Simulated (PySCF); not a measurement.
# CH₈BOPSi: geometry, spin-spin couplings

What spin-spin couplings should CH₈BOPSi (`BP[SiH2]OC`) show?

Programs: PySCF 2.14.0, with density-fitted response routines of our own. Each step states its level of theory. These are calculated values for one molecule in the gas phase, unless marked as measured. Atoms are numbered from 0 throughout.

## 1. Starting geometry

13 atoms, charge 0, multiplicity 1; geometry from: GFN2-xTB. The atoms were then displaced at random by about 0.01 Å, so the start is not that level's minimum.

Bonds of the start (Å): B0–P1 1.81, P1–Si2 2.20, Si2–O3 1.64, O3–C4 1.36, B0–H5 1.18, B0–H6 1.19, P1–H7 1.36, Si2–H8 1.46, Si2–H9 1.49, C4–H10 1.11, C4–H11 1.09, C4–H12 1.11.

## 2. Optimising the geometry at PBE0-D3(BJ)/def2-SVP

The job: settings as JSON, then the geometry in Å.

```
{"job": {"xc": "PBE0", "basis": "def2-SVP", "d3": "d3bj", "grid": 1, "shake": 0.01, "kind": "geom"}, "charge": 0, "multiplicity": 1}
B     -2.681310     0.208240    -0.202350
P     -1.499230    -0.511120    -1.365330
Si     0.365380    -0.885820    -0.260180
O      0.977210     0.625660    -0.096400
C      2.125230     1.045190     0.496800
H     -3.786450    -0.196800    -0.110100
H     -2.405630     1.231810     0.329200
H     -1.901730    -1.806860    -1.503850
H      1.260390    -1.711030    -1.064470
H      0.260700    -1.545070     1.070110
H      2.117550     0.815740     1.582950
H      2.999640     0.571690     0.054500
H      2.174050     2.141480     0.365550
```

On the command line:

```bash
OMP_NUM_THREADS=1 python probes_run.py task.json out
```

One launch serves the whole session: the jobs run in the order shown.

The log of the run:

```text
step   0  E = -773.11875755  max force = 0.027038
step   1  E = -773.12634888  max force = 0.005698
step   2  E = -773.12674332  max force = 0.002697
step   3  E = -773.12682025  max force = 0.001549
step   4  E = -773.12686391  max force = 0.001173
step   5  E = -773.12688726  max force = 0.000941
step   6  E = -773.12690790  max force = 0.000839
step   7  E = -773.12692979  max force = 0.000779
step   8  E = -773.12695447  max force = 0.001228
step   9  E = -773.12697750  max force = 0.001392
step  10  E = -773.12699171  max force = 0.000879
step  11  E = -773.12699241  max force = 0.000344
optimisation converged
```

Run time: 60 s. Hardware: 1 thread of Arm Neoverse V2, shared host; peak memory 0.51 GiB.

Relaxation path:

| step | energy from step 0 (eV) | largest force component (eV/Å) |
| --- | --- | --- |
| 0 | 0.0000 | 1.3904 |
| 1 | -0.2066 | 0.2930 |
| 2 | -0.2173 | 0.1387 |
| 3 | -0.2194 | 0.0797 |
| 4 | -0.2206 | 0.0603 |
| 5 | -0.2212 | 0.0484 |
| 6 | -0.2218 | 0.0431 |
| 7 | -0.2224 | 0.0401 |
| 8 | -0.2230 | 0.0631 |
| 9 | -0.2237 | 0.0716 |
| 10 | -0.2241 | 0.0452 |
| 11 | -0.2241 | 0.0177 |

Distances of close pairs at the start and the end, largest changes first:

| bond | before (Å) | after (Å) | change (Å) |
| --- | --- | --- | --- |
| P1–H7 | 1.364 | 1.420 | +0.056 |
| B0–P1 | 1.808 | 1.853 | +0.046 |
| O3–C4 | 1.359 | 1.401 | +0.042 |
| Si2–H8 | 1.459 | 1.496 | +0.037 |
| P1–Si2 | 2.200 | 2.234 | +0.035 |
| B0–H5 | 1.181 | 1.206 | +0.025 |
| B0–H6 | 1.186 | 1.207 | +0.021 |
| Si2–O3 | 1.639 | 1.658 | +0.019 |

The next job starts from the end point, and lists it.

| at the end point | value |
| --- | --- |
| point group (found at 0.08 Å tolerance) | C1 |
| rotational constants (GHz, main isotopes) | 6.422, 1.532, 1.377 |
| dipole moment (D) | 1.91 |

## 3. Indirect couplings: B3LYP/cc-pVTZ

The job: settings as JSON, then the geometry in Å.

```
{"job": {"kind": "j", "xc": "B3LYP", "basis": "cc-pVTZ"}, "charge": 0, "multiplicity": 1}
B     -2.538671     0.176430    -0.048952
P     -1.361714    -0.500494    -1.310394
Si     0.583860    -0.820944    -0.259206
O      1.273710     0.686162    -0.207691
C      2.308489     1.072248     0.653825
H     -3.691841    -0.176404    -0.028915
H     -2.149871     1.070722     0.662857
H     -1.792341    -1.819803    -1.610631
H      1.371767    -1.801200    -1.069370
H      0.466153    -1.353889     1.135659
H      2.095018     0.806512     1.705753
H      3.272602     0.611570     0.372178
H      2.424713     2.164807     0.595275
```

With the program's defaults for keys left out, this is: B3LYP/cc-pVTZ indirect spin-spin coupling, non-relativistic, gas phase.

The log of the run:

```text
coarse grid: 11472 points
cycle   1  E = -773.8748496890  dE =  2.099e-01  |g| = 7.401e-01  |ddm| = 6.915e+00
cycle   2  E = -773.6077642761  dE =  2.671e-01  |g| = 1.386e+00  |ddm| = 2.496e+00
cycle   3  E = -773.9735909899  dE = -3.658e-01  |g| = 9.339e-02  |ddm| = 1.645e+00
cycle   4  E = -773.9749870214  dE = -1.396e-03  |g| = 4.350e-02  |ddm| = 2.084e-01
cycle   5  E = -773.9755603633  dE = -5.733e-04  |g| = 1.328e-02  |ddm| = 1.021e-01
cycle   6  E = -773.9756208280  dE = -6.046e-05  |g| = 3.300e-03  |ddm| = 2.640e-02
cycle   7  E = -773.9756241316  dE = -3.304e-06  |g| = 7.108e-04  |ddm| = 6.616e-03
final grid: 100456 points
cycle   8  E = -773.9793264040  dE = -3.716e-05  |g| = 4.229e-03  |ddm| = 6.815e-02
cycle   9  E = -773.9793243165  dE =  2.088e-06  |g| = 5.414e-03  |ddm| = 1.479e-02
cycle  10  E = -773.9793302151  dE = -5.899e-06  |g| = 7.009e-04  |ddm| = 7.705e-03
cycle  11  E = -773.9793302955  dE = -8.038e-08  |g| = 2.590e-04  |ddm| = 1.204e-03
cycle  12  E = -773.9793303087  dE = -1.319e-08  |g| = 4.487e-05  |ddm| = 3.827e-04
cycle  13  E = -773.9793303091  dE = -4.568e-10  |g| = 1.167e-05  |ddm| = 9.878e-05
converged SCF energy = -773.9793303091

Indirect spin-spin couplings (Hz)
  i      j    bonds     total        FC       PSO       DSO        SD
  0 B    1 P    1     43.732    62.531   -19.057     0.130     0.128
  0 B    2 Si   2      0.821     0.701    -0.099     0.009     0.210
  0 B    3 O    3      0.393     0.387    -0.010     0.002     0.014
  0 B    5 H    1    147.939   148.170    -1.228     0.418     0.578
  0 B    6 H    1    145.206   145.407    -1.232     0.469     0.563
  0 B    7 H    2     -2.101    -1.153    -0.543    -0.379    -0.026
  0 B    8 H    3      4.708     4.971     0.199    -0.473     0.011
  0 B    9 H    3      2.405     2.384    -0.023     0.051    -0.006
  1 P    2 Si   1    -18.925   -20.968     8.257    -0.090    -6.124
  1 P    3 O    2    -41.934   -41.890     0.182    -0.004    -0.222
  1 P    4 C    3      7.105     7.270    -0.086    -0.111     0.033
  1 P    5 H    2      0.786     4.479    -3.077    -0.262    -0.355
  1 P    6 H    2     20.499    24.579    -3.432    -0.193    -0.455
  1 P    7 H    1    193.648   185.501     8.372     0.467    -0.693
  1 P    8 H    2     51.685    52.354    -0.414    -0.228    -0.026
  1 P    9 H    2      0.629     1.671    -0.462    -0.352    -0.229
  1 P   10 H    4     -1.089    -0.861     0.134    -0.327    -0.035
  1 P   12 H    4     -0.809    -0.577     0.120    -0.310    -0.042
  2 Si   3 O    1    -26.763   -20.175    -7.019     0.056     0.375
  2 Si   4 C    2      2.286     1.915     0.335     0.051    -0.016
  2 Si   5 H    3     -5.969    -6.000    -0.042     0.158    -0.085
  2 Si   6 H    3     -2.244    -2.332     0.057    -0.037     0.067
  2 Si   7 H    2    -14.100   -14.404     0.268     0.074    -0.037
  2 Si   8 H    1   -174.519  -175.160     1.011    -0.325    -0.045
  2 Si   9 H    1   -175.548  -176.070     0.896    -0.337    -0.037
  2 Si  10 H    3     -3.750    -3.837     0.035     0.045     0.006
  2 Si  11 H    3     -0.218    -0.308    -0.018     0.119    -0.011
  2 Si  12 H    3    -14.927   -14.781    -0.415     0.384    -0.114
  3 O    4 C    1     21.807    22.937    -1.010    -0.120         -
  3 O    7 H    3     -8.858    -9.046    -0.036     0.223         -
  3 O    8 H    2     -3.439    -3.616     0.005     0.172         -
  3 O    9 H    2     -2.616    -2.842     0.078     0.148         -
  3 O   10 H    2     -1.367    -0.661    -0.826     0.119         -
  3 O   11 H    2     -2.418    -1.725    -0.810     0.118         -
  3 O   12 H    2    -10.081    -9.324    -0.837     0.080         -
  4 C    7 H    4      1.051     1.212     0.174    -0.335         -
  4 C    8 H    3     -0.444    -0.352     0.145    -0.237         -
  4 C    9 H    3      1.872     1.856     0.039    -0.022         -
  4 C   10 H    1    128.249   126.957     0.559     0.733         -
  4 C   11 H    1    129.604   128.319     0.567     0.718         -
  4 C   12 H    1    136.546   135.350     0.505     0.690         -
  5 H    6 H    2     -1.328    -1.014     1.519    -1.833         -
  5 H    7 H    3      6.232     6.245     0.083    -0.096         -
  5 H    8 H    4      1.881     2.414     0.558    -1.091         -
  5 H    9 H    4     -0.551    -0.453     0.283    -0.380         -
  5 H   10 H    6     -0.153    -0.007     0.299    -0.446         -
  5 H   11 H    6     -0.224     0.011     0.577    -0.813         -
  6 H    7 H    3     13.235    14.298     0.938    -2.002         -
  6 H    8 H    4     -0.851    -0.111     0.607    -1.348         -
  7 H    8 H    3     -0.964    -1.096    -0.048     0.180         -
  7 H    9 H    3     -0.977    -0.647     0.234    -0.564         -
  7 H   10 H    5     -0.628    -0.145     0.532    -1.014         -
  7 H   11 H    5     -0.320     0.119     0.567    -1.007         -
  7 H   12 H    5     -0.499    -0.021     0.697    -1.174         -
  8 H    9 H    2     20.119    21.122     0.585    -1.588         -
  8 H   10 H    4     -0.259     0.163     0.675    -1.097         -
  8 H   11 H    4      0.433     0.347    -0.115     0.201         -
  8 H   12 H    4     -0.175     0.200     1.152    -1.526         -
  9 H   10 H    4      0.559     0.072    -0.816     1.302         -
  9 H   11 H    4      0.176     0.240     0.439    -0.503         -
  9 H   12 H    4     -0.454    -0.227     1.118    -1.346         -
 10 H   11 H    2     -8.144    -8.104     2.302    -2.342         -
 10 H   12 H    2    -10.526   -10.438     2.328    -2.416         -
 11 H   12 H    2    -10.204   -10.103     2.352    -2.453         -
```

It took 74 s on 1 thread of Arm Neoverse V2, shared host; peak memory 1 GiB.

This basis has no tight s functions, so the Fermi-contact terms are rough.

A choice of the couplings up to four bonds, sorted by the number of bonds, with means over like pairs; isotopes 11B, 13C, 1H, 17O, 31P, 29Si:

| pair | bonds | J (Hz) | Fermi contact (Hz) | dihedral (°) |
| --- | --- | --- | --- | --- |
| P1–H7 | 1 | 193.6 | 185.5 | – |
| Si2–H8 | 1 | -175.0 | -175.6 | – |
| B0–H5 | 1 | 146.6 | 146.8 | – |
| C4–H10 | 1 | 131.5 | 130.2 | – |
| B0–P1 | 1 | 43.7 | 62.5 | – |
| Si2–O3 | 1 | -26.8 | -20.2 | – |
| O3–C4 | 1 | 21.8 | 22.9 | – |
| P1–Si2 | 1 | -18.9 | -21.0 | – |
| P1–O3 | 2 | -41.9 | -41.9 | – |
| P1–H8 | 2 | 26.2 | 27.0 | – |
| H8–H9 | 2 | 20.1 | 21.1 | – |
| Si2–H7 | 2 | -14.1 | -14.4 | – |
| P1–H5 | 2 | 10.6 | 14.5 | – |
| H10–H11 | 2 | -9.6 | -9.5 | – |
| O3–H10 | 2 | -4.6 | -3.9 | – |
| O3–H8 | 2 | -3.0 | -3.2 | – |
| Si2–C4 | 2 | 2.3 | 1.9 | – |
| H5–H7 | 3 | 9.7 | 10.3 | – |
| O3–H7 | 3 | -8.9 | -9.0 | 167 |
| P1–C4 | 3 | 7.1 | 7.3 | 162 |
| Si2–H10 | 3 | -6.3 | -6.3 | – |
| Si2–H5 | 3 | -4.1 | -4.2 | – |
| B0–H8 | 3 | 3.6 | 3.7 | – |
| C4–H7 | 4 | 1.1 | 1.2 | – |

The spin-dipole term was solved for some atoms only; pairs without it lack that part.

The response was solved for the nuclei of B, C, H, P, Si alone, so couplings that need other nuclei can be missing.

Quadrupole couplings from the field gradients of the same density:

| atom | isotope | eQq/h (MHz) | η |
| --- | --- | --- | --- |
| O3 | 17O | -9.994 | 0.41 |
| B0 | 11B | 5.140 | 0.18 |

## 4. J couplings: B3LYP/6-31G*

Settings changed since step 3:

```diff
@@ -1,2 +1,2 @@
-{"job": {"kind": "j", "xc": "B3LYP", "basis": "cc-pVTZ"}, "charge": 0, "multiplicity": 1}
+{"job": {"kind": "j", "xc": "B3LYP", "basis": "6-31G*"}, "charge": 0, "multiplicity": 1}
 B     -2.538671     0.176430    -0.048952
```

With the program's defaults for keys left out, this is: B3LYP/6-31G* indirect spin-spin coupling, non-relativistic, gas phase.

The log of the run:

```text
coarse grid: 11472 points
cycle   1  E = -773.8122328864  dE =  2.244e-01  |g| = 6.829e-01  |ddm| = 3.128e+00
cycle   2  E = -773.5861779345  dE =  2.261e-01  |g| = 1.260e+00  |ddm| = 2.016e+00
cycle   3  E = -773.9076398330  dE = -3.215e-01  |g| = 6.867e-02  |ddm| = 1.465e+00
cycle   4  E = -773.9084793718  dE = -8.395e-04  |g| = 3.606e-02  |ddm| = 1.303e-01
cycle   5  E = -773.9089396719  dE = -4.603e-04  |g| = 8.093e-03  |ddm| = 5.966e-02
cycle   6  E = -773.9089613374  dE = -2.167e-05  |g| = 2.448e-03  |ddm| = 1.383e-02
cycle   7  E = -773.9089637065  dE = -2.369e-06  |g| = 3.141e-04  |ddm| = 3.956e-03
final grid: 100456 points
cycle   8  E = -773.8474785577  dE = -6.924e-06  |g| = 3.671e-03  |ddm| = 1.084e-02
cycle   9  E = -773.8474776018  dE =  9.559e-07  |g| = 4.275e-03  |ddm| = 6.692e-03
cycle  10  E = -773.8474820797  dE = -4.478e-06  |g| = 3.373e-04  |ddm| = 3.324e-03
cycle  11  E = -773.8474821029  dE = -2.314e-08  |g| = 1.264e-04  |ddm| = 4.564e-04
cycle  12  E = -773.8474821060  dE = -3.112e-09  |g| = 2.638e-05  |ddm| = 1.394e-04
cycle  13  E = -773.8474821062  dE = -1.637e-10  |g| = 6.532e-06  |ddm| = 3.606e-05
converged SCF energy = -773.8474821062

Indirect spin-spin couplings (Hz)
  i      j    bonds     total        FC       PSO       DSO        SD
  0 B    1 P    1     62.492    78.867   -16.798     0.131     0.293
  0 B    2 Si   2     -1.164    -1.243    -0.111     0.009     0.181
  0 B    3 O    3      0.448     0.448    -0.011     0.002     0.009
  0 B    5 H    1    159.490   159.955    -1.422     0.487     0.470
  0 B    6 H    1    158.665   159.084    -1.415     0.536     0.460
  0 B    7 H    2     -1.821    -0.892    -0.536    -0.369    -0.024
  0 B    8 H    3      4.574     4.928     0.108    -0.469     0.007
  0 B    9 H    3      2.843     2.807    -0.012     0.053    -0.003
  1 P    2 Si   1    -47.297   -49.691     8.153    -0.090    -5.669
  1 P    3 O    2    -36.363   -36.381     0.204    -0.003    -0.183
  1 P    4 C    3      6.609     6.724    -0.036    -0.111     0.031
  1 P    5 H    2     -4.960    -1.088    -3.301    -0.250    -0.321
  1 P    6 H    2     11.791    15.667    -3.302    -0.182    -0.393
  1 P    7 H    1    247.649   241.400     5.018     0.547     0.684
  1 P    8 H    2     45.173    45.582    -0.178    -0.220    -0.012
  1 P    9 H    2      1.332     2.107    -0.317    -0.345    -0.113
  1 P   10 H    4     -0.969    -0.802     0.185    -0.326    -0.026
  1 P   12 H    4     -0.890    -0.748     0.209    -0.309    -0.043
  2 Si   3 O    1    -17.893   -12.319    -5.884     0.058     0.251
  2 Si   4 C    2      1.758     1.398     0.331     0.051    -0.022
  2 Si   5 H    3     -5.802    -5.833    -0.062     0.156    -0.063
  2 Si   6 H    3     -1.908    -1.976     0.041    -0.038     0.064
  2 Si   7 H    2    -11.791   -11.946     0.096     0.068    -0.009
  2 Si   8 H    1   -195.127  -195.407     1.085    -0.354    -0.451
  2 Si   9 H    1   -194.884  -195.162     1.089    -0.365    -0.445
  2 Si  10 H    3     -2.763    -2.952     0.137     0.043     0.009
  2 Si  11 H    3      0.084    -0.114     0.091     0.117    -0.009
  2 Si  12 H    3    -12.746   -12.768    -0.240     0.380    -0.117
  3 O    4 C    1      8.245     9.327    -0.954    -0.128         -
  3 O    7 H    3     -8.331    -8.536    -0.017     0.221         -
  3 O    8 H    2     -4.374    -4.548     0.009     0.164         -
  3 O    9 H    2     -3.350    -3.592     0.104     0.138         -
  3 O   10 H    2     -2.069    -1.541    -0.631     0.103         -
  3 O   11 H    2     -3.195    -2.675    -0.622     0.103         -
  3 O   12 H    2    -10.672   -10.091    -0.650     0.069         -
  4 C    7 H    4      0.921     1.138     0.114    -0.332         -
  4 C    8 H    3     -0.548    -0.405     0.089    -0.232         -
  4 C    9 H    3      1.599     1.600     0.017    -0.018         -
  4 C   10 H    1    148.388   147.314     0.285     0.789         -
  4 C   11 H    1    149.847   148.790     0.283     0.774         -
  4 C   12 H    1    155.724   154.765     0.210     0.749         -
  5 H    6 H    2     -2.844    -1.843     0.740    -1.740         -
  5 H    7 H    3      6.464     6.640    -0.104    -0.071         -
  5 H    8 H    4      1.719     2.472     0.324    -1.077         -
  5 H    9 H    4     -0.641    -0.424     0.152    -0.368         -
  5 H   10 H    6     -0.262    -0.008     0.186    -0.440         -
  5 H   11 H    6     -0.415     0.005     0.384    -0.804         -
  5 H   12 H    6     -0.282     0.021     0.278    -0.581         -
  6 H    7 H    3     12.910    14.391     0.485    -1.967         -
  6 H    8 H    4     -1.117    -0.124     0.340    -1.332         -
  6 H   10 H    6      0.151    -0.006    -0.156     0.313         -
  6 H   11 H    6     -0.288     0.014     0.423    -0.724         -
  7 H    8 H    3     -0.940    -1.007    -0.138     0.205         -
  7 H    9 H    3     -1.239    -0.739     0.040    -0.539         -
  7 H   10 H    5     -0.838    -0.156     0.323    -1.004         -
  7 H   11 H    5     -0.545     0.096     0.356    -0.997         -
  7 H   12 H    5     -0.742    -0.030     0.450    -1.162         -
  8 H    9 H    2     20.670    22.096     0.088    -1.514         -
  8 H   10 H    4     -0.492     0.210     0.375    -1.077         -
  8 H   11 H    4      0.618     0.558    -0.151     0.210         -
  8 H   12 H    4     -0.493     0.250     0.764    -1.507         -
  9 H   10 H    4      0.914     0.228    -0.618     1.303         -
  9 H   12 H    4     -0.822    -0.231     0.734    -1.325         -
 10 H   11 H    2    -11.634   -10.667     1.249    -2.215         -
 10 H   12 H    2    -13.665   -12.622     1.248    -2.290         -
 11 H   12 H    2    -13.258   -12.205     1.275    -2.328         -
```

It took 13 s on 1 thread of Arm Neoverse V2, shared host; peak memory 0.56 GiB.

This basis has no tight s functions, so the Fermi-contact terms are rough.

In short: J(P1,H7) 247.6 Hz, J(Si2,H8) -195.0 Hz, J(B0,H5) 159.1 Hz (means over like pairs).

## 5. Comparing the runs: spin-spin couplings

Couplings (Hz), each a mean over the pairs like the one named, with basis size and wall time:

| run | P1–H7 | Si2–H8 | B0–H5 | C4–H10 | B0–P1 | P1–O3 | Si2–O3 | functions | time |
| --- | --- | --- | --- | --- | --- | --- | --- | --- | --- |
| B3LYP/cc-pVTZ | 193.6 | -175.0 | 146.6 | 131.5 | 43.7 | -41.9 | -26.8 | 270 | 74 s |
| B3LYP/6-31G* | 247.6 | -195.0 | 159.1 | 151.3 | 62.5 | -36.4 | -17.9 | 94 | 13 s |

## 6. Summary of results

```
                                     quantity                    value
                                  point group                       C1
         rotational constants (main isotopes)     6.42, 1.53, 1.38 GHz
largest coupling of the table (B3LYP/cc-pVTZ)  1J(P,H) P1–H7, 193.6 Hz
      range of J(P1,H7), mean over like pairs        193.6 to 247.6 Hz
```

**Reading.** Over 11 steps the energy fell by 0.224 eV; of the close pairs, P1–H7 changed most, 1.364 to 1.420 Å. No frequency check was run at this level, so the end point may be a saddle. In the run at B3LYP/cc-pVTZ, the largest coupling of the table is P1–H7, 193.6 Hz, of which the Fermi-contact term gives 185.5 Hz. Couplings across rotatable bonds belong to this one conformer; where others are populated, the observed values are averages. The coupling P1–H7, as a mean over pairs of its kind, runs from 193.6 Hz (B3LYP/cc-pVTZ) to 247.6 Hz (B3LYP/6-31G*). Couplings from bases without tight functions are rough.
